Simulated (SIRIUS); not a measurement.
# WS: single point with PBE

WS:

```
W S
1.0
     3.00789    0.00000    0.00000
     0.00000    3.00789    0.00000
     0.00000    0.00000    3.00789
W S
1 1
Direct
  0.50000 0.50000 0.50000
  0.00000 0.00000 0.00000
```

The cell was built by a generator and needn't be a form met in nature.

* Program: SIRIUS 7.10.0
* Task: single point
* Functional: PBE
* Potentials or basis: PseudoDojo 0.4.1 PBE standard (scalar relativistic)
* Cutoff: 1030 eV
* Density cutoff: 4119 eV
* k mesh: 9 × 9 × 9
* Occupations: fermi-dirac, width 0.05 eV
* Spin: no spin polarisation
* Libxc names: ["XC_GGA_X_PBE", "XC_GGA_C_PBE"]
* Energy tol: 1e-08 Ha
* Density tol: 1e-06
* Mixer: anderson
* Mixing beta: 0.7
* Max scf: 100
* Radial cutoff for the potentials' integrals: 6.5 bohr

```
Pressure               : 0.5 GPa
Band gap on the k mesh : none (metal or under the smearing width)
```

Run time: 27 s on 1 thread of Arm Neoverse V1, with other jobs on the host, peak memory 0.32 GiB.

The run has no spin-orbit coupling, so splittings on W are missing.
